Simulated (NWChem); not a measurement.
**CH5BN2 (SMILES B1NCN1): HF/6-31G(d) (spherical functions)**

What is the adiabatic ionisation energy of CH5BN2 at HF/6-31G* (spherical functions)? 

The results are computed with NWChem 7.3.0.

### 1 The system as given

The species is CH5BN2 (9 atoms), meant as a singlet with charge 0. As SMILES, `B1NCN1`. The shape is that of a PBE0-D4/def2-TZVP optimisation. The run starts from this shape.

Bond lengths: B1–N2 1.430 Å, N2–C3 1.458 Å, B1–N4 1.430 Å, C3–N4 1.458 Å, B1–H5 1.191 Å, N2–H6 1.003 Å, C3–H7 1.097 Å, C3–H8 1.097 Å, N4–H9 1.003 Å. Some angles: B1–N2–C3 88.7°, N2–B1–N4 92.5°, N2–C3–N4 90.2°, B1–N4–C3 88.7°, B1–N2–H6 135.5°, C3–N2–H6 124.3°, N2–B1–H5 133.8°, N4–B1–H5 133.8°, N2–C3–H7 113.7°, N2–C3–H8 114.4°.

### 2 A structure relaxation at HF/6-31G(d) (spherical functions)

m1.nw

```
start m1
memory total 2200 mb

geometry
 B     -0.538100     0.903800    -0.424200
 N      0.763900     0.350100    -0.630900
 C      0.430100    -0.702400     0.322000
 N     -0.891500    -0.116200     0.513500
 H     -1.109600     1.851900    -0.864600
 H      1.686500     0.722000    -0.761500
 H      0.420000    -1.707100    -0.117100
 H      1.046900    -0.704100     1.228600
 H     -1.719800    -0.644400     0.717000
end

basis spherical bse
 * library 6-31G*
end

scf
 singlet
 rhf
 thresh 1e-07
 maxiter 80
 print low
end

driver
 maxiter 60
end

freq
 temp 2 298.15 573.15
end

task scf optimize
task scf frequencies
```

Run with:

```console
$ nwchem m1.nw > m1.out
```

What it wrote:

```text
Northwest Computational Chemistry Package (NWChem) 7.3.0
             --------------------------------------------------------

           Job information
           ---------------

    nwchem branch   = 7.3.0
    use scalapack   = T
    input           = m1.nw
    prefix          = m1.
    data base       = ./m1.db
    status          = startup
    nproc           =        1

           Memory information
           ------------------

    heap     =     72089598 doubles =      550.0 Mbytes
    stack    =     72089595 doubles =      550.0 Mbytes
    global   =    144179200 doubles =     1100.0 Mbytes (distinct from heap & stack)
    total    =    288358393 doubles =     2200.0 Mbytes
    verify   = yes
    hardfail = no

           Directory information
           ---------------------

  0 permanent = .
  0 scratch   = .

                                NWChem Input Module
                                -------------------

 Scaling coordinates for geometry "geometry" by  1.889725989
 (inverse scale =  0.529177249)

 C2  symmetry detected

          ------
          auto-z
          ------
  no constraints, skipping    0.0000000000000000
  no constraints, skipping    0.0000000000000000

                             Geometry "geometry" -> ""
                             -------------------------

 Output coordinates in angstroms (scale by  1.889725989 to convert to a.u.)

  No.       Tag          Charge          X              Y              Z
 ---- ---------------- ---------- -------------- -------------- --------------
    1 B                    5.0000     0.00000000     0.00000000    -1.07459490
    2 N                    7.0000     1.03170301    -0.04947616    -0.08581606
    3 C                    6.0000     0.00000000     0.00000000     0.94384604
[... 5 lines of this table left out ...]
    9 H                    1.0000    -1.94747563    -0.34829742     0.01246481

      Atomic Mass
      -----------

      B                 11.009310
      N                 14.003070
      C                 12.000000
      H                  1.007825

 Effective nuclear repulsion energy (a.u.)     114.5977033191

            Nuclear Dipole moment (a.u.)
            ----------------------------
        X                 Y               Z
 ---------------- ---------------- ----------------
     0.0000000000     0.0000000000     0.0000000000

      Symmetry information
      --------------------

 Group name             C2
 Group number              4
 Group order               2
 No. of unique centers     6

      Symmetry unique atoms

     1    2    3    5    6    7

                                Z-matrix (autoz)
                                --------

 Units are Angstrom for bonds and degrees for angles

      Type          Name      I     J     K     L     M      Value
      ----------- --------  ----- ----- ----- ----- ----- ----------
    1 Stretch                  1     2                       1.42988
    2 Stretch                  1     4                       1.42988
    3 Stretch                  1     5                       1.19141
    4 Stretch                  2     3                       1.45845
    5 Stretch                  2     6                       1.00326
    6 Stretch                  3     4                       1.45845
    7 Stretch                  3     7                       1.09652
    8 Stretch                  3     8                       1.09652
    9 Stretch                  4     9                       1.00326
   10 Bend                     1     2     3                88.66046
   11 Bend                     1     2     6               135.45008
   12 Bend                     1     4     3                88.66046
   13 Bend                     1     4     9               135.45008
   14 Bend                     2     1     4                92.49982
   15 Bend                     2     1     5               133.75009
   16 Bend                     2     3     4                90.17926
   17 Bend                     2     3     7               113.68722
   18 Bend                     2     3     8               114.36485
   19 Bend                     3     2     6               124.27067
   20 Bend                     3     4     9               124.27067
   21 Bend                     4     1     5               133.75009
   22 Bend                     4     3     7               114.36485
   23 Bend                     4     3     8               113.68722
   24 Bend                     7     3     8               109.56355
   25 Torsion                  1     2     3     4           0.00000
   26 Torsion                  1     2     3     7         116.86398
   27 Torsion                  1     2     3     8        -116.25975
   28 Torsion                  1     4     3     2           0.00000
[... 140 lines left out ...]
            Nuclear Dipole moment (a.u.)
[... 53 lines left out ...]
      One-electron energy =   -462.966945448472
[... 20 lines left out ...]
@ ---- ---------------- -------- -------- -------- -------- -------- --------
[... 45 lines left out ...]
         Total SCF energy =   -174.376209960000
[... 2 lines left out ...]
 Nuclear repulsion energy =    114.936903004112
[... 42 lines left out ...]
            Nuclear Dipole moment (a.u.)
[... 40 lines left out ...]
      One-electron energy =   -463.459857365331
[... 21 lines left out ...]
@    1    -174.37624840 -3.5D-04  0.00141  0.00045  0.00816  0.02411     14.0
[... 45 lines left out ...]
      One-electron energy =   -463.485736978123
[... 6 lines left out ...]
     step= 1.00 grad=-3.0D-05 hess= 1.7D-05 energy=   -174.376261 mode=downhill
[... 74 lines left out ...]
       Final RHF  results
[... 4 lines left out ...]
      Two-electron energy =    174.241674946157
[... 58 lines left out ...]
       Final RHF  results
[... 4 lines left out ...]
      Two-electron energy =    174.238782627005
[... 6 lines left out ...]
 new step= 1.40                   predicted energy=   -174.376262
[... 72 lines left out ...]
         Total SCF energy =   -174.376262459853
[... 2 lines left out ...]
 Nuclear repulsion energy =    114.859565097436
[... 60 lines left out ...]
         Total SCF energy =   -174.376262851574
[... 2 lines left out ...]
 Nuclear repulsion energy =    114.858873614899
[... 42 lines left out ...]
            Nuclear Dipole moment (a.u.)
[... 40 lines left out ...]
      One-electron energy =   -463.469212952676
[... 21 lines left out ...]
@    4    -174.37626308 -6.2D-07  0.00016  0.00005  0.00060  0.00142     35.2
[... 59 lines left out ...]
            Nuclear Dipole moment (a.u.)
[... 105 lines left out ...]
         Total SCF energy =   -174.376263074994
[... 2 lines left out ...]
 Nuclear repulsion energy =    114.857805866651
[... 46 lines left out ...]
 stpr_wrt_fd_dipole: overwrite of existing file./m1.fd_ddipole
[... 4 lines left out ...]
 d_dipole_x/<atom=   1,x> =     1.1486     [    5.5168]
[... 2 lines left out ...]
 d_dipole_x/<atom=   2,x> =    -0.9647     [   -4.6339]
[... 2 lines left out ...]
 d_dipole_x/<atom=   3,x> =     0.5539     [    2.6605]
[... 2 lines left out ...]
 d_dipole_x/<atom=   4,x> =    -0.9647     [   -4.6339]
[... 2 lines left out ...]
 d_dipole_x/<atom=   5,x> =    -0.1300     [   -0.6242]
[... 2 lines left out ...]
 d_dipole_x/<atom=   6,x> =     0.1809     [    0.8690]
[... 2 lines left out ...]
 d_dipole_x/<atom=   7,x> =    -0.0024     [   -0.0117]
[... 2 lines left out ...]
 d_dipole_x/<atom=   8,x> =    -0.0024     [   -0.0117]
[... 2 lines left out ...]
 d_dipole_x/<atom=   9,x> =     0.1809     [    0.8690]
[... 3 lines left out ...]
 Y vector of derivative dipole (au) [debye/angstrom]
[... 2 lines left out ...]
 d_dipole_y/<atom=   1,z> =     0.0000     [    0.0000]
[... 2 lines left out ...]
 d_dipole_y/<atom=   2,z> =     0.0589     [    0.2828]
[... 2 lines left out ...]
 d_dipole_y/<atom=   3,z> =    -0.0000     [   -0.0000]
[... 2 lines left out ...]
 d_dipole_y/<atom=   4,z> =    -0.0589     [   -0.2828]
[... 2 lines left out ...]
 d_dipole_y/<atom=   5,z> =    -0.0000     [   -0.0000]
[... 2 lines left out ...]
 d_dipole_y/<atom=   6,z> =    -0.0178     [   -0.0853]
[... 2 lines left out ...]
 d_dipole_y/<atom=   7,z> =     0.0993     [    0.4770]
[... 2 lines left out ...]
 d_dipole_y/<atom=   8,z> =    -0.0993     [   -0.4770]
[... 2 lines left out ...]
 d_dipole_y/<atom=   9,z> =     0.0178     [    0.0853]
[... 3 lines left out ...]
 d_dipole_z/<atom=   1,y> =    -0.0000     [   -0.0000]
[... 2 lines left out ...]
 d_dipole_z/<atom=   2,y> =     0.0624     [    0.2996]
[... 2 lines left out ...]
 d_dipole_z/<atom=   3,y> =     0.0000     [    0.0000]
[... 2 lines left out ...]
 d_dipole_z/<atom=   4,y> =    -0.0624     [   -0.2996]
[... 2 lines left out ...]
 d_dipole_z/<atom=   5,y> =     0.0000     [    0.0000]
[... 2 lines left out ...]
 d_dipole_z/<atom=   6,y> =    -0.0267     [   -0.1282]
[... 2 lines left out ...]
 d_dipole_z/<atom=   7,y> =     0.1450     [    0.6964]
[... 2 lines left out ...]
 d_dipole_z/<atom=   8,y> =    -0.1450     [   -0.6964]
[... 2 lines left out ...]
 d_dipole_z/<atom=   9,y> =     0.0267     [    0.1282]
[... 100 lines left out ...]
 Normal Eigenvalue ||         Derivative Dipole Moments (debye/angs)
[... 26 lines left out ...]
          --------------------------------------------------------
          MASS-WEIGHTED PROJECTED HESSIAN (Hartree/Bohr/Bohr/Kamu)
          --------------------------------------------------------

               1            2            3            4            5            6            7            8            9           10
   ----- ----- ----- ----- -----
    1    3.95330D+01
    2    1.37863D+00  1.26852D+01
    3    1.75784D-06  3.05100D-06  6.66579D+01
    4   -1.53911D+01 -5.34667D-01 -9.55774D+00  6.74870D+01
[... 22 lines of this table left out ...]
   27    1.81440D+00  3.52946D+00  2.58567D+00 -6.45806D-02 -3.56537D-01  4.51235D-01 -4.55527D+00 -4.78969D+00  3.66378D+00  1.36635D+01

              11           12           13           14           15           16           17           18           19           20
   ----- ----- ----- ----- -----
   11    1.18580D+01
   12   -3.08265D+00  3.51896D+01
   13    9.86313D-02  4.07447D+00  3.86906D+01
   14    2.59299D+00 -6.12819D-01 -1.27794D+00  2.30318D+01
[... 12 lines of this table left out ...]
   27    7.83075D+00 -2.24500D+01  8.34187D-02 -1.32546D+00 -9.61966D-01 -2.68140D-01  4.60319D-01  1.45410D+00  9.33462D-01  1.16866D+00

              21           22           23           24           25           26           27
   ----- ----- ----- ----- -----
   21    1.62440D+02
   22   -6.87522D-01  6.18314D+01
   23   -1.64762D+01  6.87804D+00  2.69430D+02
   24    1.44580D+01  4.30704D+00  1.37924D+02  1.62440D+02
   25   -1.73713D-01 -4.47979D-02  3.09230D-01  1.48194D-01  4.53613D+02
   26    4.71759D-02 -1.28548D+00 -5.09696D-01 -7.46485D-01  1.86957D+02  8.83906D+01
   27    4.75034D-01 -2.14630D+00 -5.51664D-01 -1.47467D+00 -3.95708D+01 -2.27499D+01  6.13200D+01

 center of mass
 --------------
 x =   0.00000000 y =   0.00000000 z =  -0.06493817

 moments of inertia (a.u.)
 ------------------
         127.072694774792           0.174278963010           0.000000000000
           0.174278963010         253.464774002640          -0.000000000000
           0.000000000000          -0.000000000000         139.915587524290

 Rotational Constants
 --------------------
 A=   0.473747 cm-1  (  0.681601 K)
 B=   0.430261 cm-1  (  0.619035 K)
 C=   0.237509 cm-1  (  0.341715 K)

 Temperature                      =   298.15K
 frequency scaling parameter      =   1.0000

 Zero-Point correction to Energy  =   49.091 kcal/mol  (  0.078232 au)
 Thermal correction to Energy     =   51.587 kcal/mol  (  0.082209 au)
 Thermal correction to Enthalpy   =   52.179 kcal/mol  (  0.083153 au)

 Total Entropy                    =   63.038 cal/mol-K
   - Translational                =   37.976 cal/mol-K (mol. weight =  56.0546)
   - Rotational                   =   21.639 cal/mol-K (symmetry #  =        2)
   - Vibrational                  =    3.424 cal/mol-K

 Cv (constant volume heat capacity) =   13.132 cal/mol-K
   - Translational                  =    2.979 cal/mol-K
   - Rotational                     =    2.979 cal/mol-K
   - Vibrational                    =    7.173 cal/mol-K

 Temperature                      =   573.15K
 frequency scaling parameter      =   1.0000

 Zero-Point correction to Energy  =   49.091 kcal/mol  (  0.078232 au)
 Thermal correction to Energy     =   56.775 kcal/mol  (  0.090477 au)
 Thermal correction to Enthalpy   =   57.913 kcal/mol  (  0.092291 au)

 Total Entropy                    =   76.273 cal/mol-K
   - Translational                =   41.221 cal/mol-K (mol. weight =  56.0546)
   - Rotational                   =   23.586 cal/mol-K (symmetry #  =        2)
   - Vibrational                  =   11.466 cal/mol-K

 Cv (constant volume heat capacity) =   24.027 cal/mol-K
   - Translational                  =    2.979 cal/mol-K
   - Rotational                     =    2.979 cal/mol-K
   - Vibrational                    =   18.068 cal/mol-K

          -------------------------------------------------
          NORMAL MODE EIGENVECTORS IN CARTESIAN COORDINATES
          -------------------------------------------------
             (Projected Frequencies expressed in cm-1)

                    1           2           3           4           5           6

 P.Frequency       -0.00       -0.00       -0.00       -0.00        0.00        0.00

           1     0.00052     0.06192     0.07148    -0.15521     0.00036     0.00112
[... 25 lines of this table left out ...]
          27     0.04996     0.04280    -0.24799     0.08583     0.01137     0.02685

                    7           8           9          10          11          12

 P.Frequency      313.76      467.71      499.36      905.13      962.39      989.94

           1     0.02396     0.02080    -0.00000     0.06074    -0.00000     0.01465
[... 25 lines of this table left out ...]
          27    -0.03999    -0.01501     0.07711     0.18386    -0.09777     0.01918

                   13          14          15          16          17          18

 P.Frequency     1058.99     1062.55     1190.27     1239.04     1257.71     1274.29

           1     0.00000    -0.07024     0.04591    -0.00000     0.00001    -0.18741
[... 25 lines of this table left out ...]
          27    -0.46377    -0.28989    -0.11518     0.21326     0.01175    -0.08622

                   19          20          21          22          23          24

 P.Frequency     1363.20     1481.34     1553.37     1693.03     2803.01     3200.06

           1    -0.00976     0.00000    -0.10306     0.00000    -0.00000    -0.00000
[... 25 lines of this table left out ...]
          27    -0.51441    -0.44425     0.17383    -0.01475     0.00713    -0.00717

                   25          26          27

 P.Frequency     3238.98     3899.71     3902.35

           1     0.00045    -0.00000     0.00268
[... 25 lines of this table left out ...]
          27    -0.00424     0.06625    -0.06582

 ----------------------------------------------------------------------------
 Normal Eigenvalue ||    Projected Derivative Dipole Moments (debye/angs)
  Mode   [cm**-1]  ||      [d/dqX]             [d/dqY]           [d/dqZ]
 ------ ---------- || ------------------ ------------------ -----------------
    1       -0.000 ||       0.000               0.172             0.000
    2       -0.000 ||       0.056              -0.004             0.000
    3       -0.000 ||       0.087               0.001             0.000
[... 23 lines of this table left out ...]
   27     3902.349 ||       1.077               0.456             0.000
 ----------------------------------------------------------------------------

 ----------------------------------------------------------------------------
 Normal Eigenvalue ||           Projected Infra Red Intensities
  Mode   [cm**-1]  || [atomic units] [(debye/angs)**2] [(KM/mol)] [arbitrary]
 ------ ---------- || -------------- ----------------- ---------- -----------
    1       -0.000 ||    0.001282           0.030         1.250       0.238
    2       -0.000 ||    0.000137           0.003         0.133       0.025
    3       -0.000 ||    0.000325           0.007         0.316       0.060
[... 23 lines of this table left out ...]
   27     3902.349 ||    0.059329           1.369        57.837      11.005
 ----------------------------------------------------------------------------

 vib:animation  F

 Task  times  cpu:       18.3s     wall:       18.3s
 Total times  cpu:       53.5s     wall:       53.5s
```

Run time: 54 s. Hardware: 1 thread of AMD EPYC 7B13 (Zen 3), shared host; peak memory 0.14 GiB.

Step by step:

```csv
step,energy from the first frame kept (eV)
0,0.0000
1,-0.0096
2,-0.0099
3,-0.0099
4,-0.0100
```

After the run. Bond lengths: B1–N2 1.428 Å, N2–C3 1.459 Å, B1–N4 1.428 Å, C3–N4 1.459 Å, B1–H5 1.186 Å, N2–H6 0.993 Å, C3–H7 1.086 Å, C3–H8 1.086 Å, N4–H9 0.993 Å. Some angles: B1–N2–C3 88.8°, N2–B1–N4 92.5°, N2–C3–N4 90.0°, B1–N4–C3 88.8°, B1–N2–H6 135.1°, C3–N2–H6 124.4°, N2–B1–H5 133.8°, N4–B1–H5 133.8°, N2–C3–H7 113.7°, N2–C3–H8 114.6°.

(Part 1 of 2 ends here.)
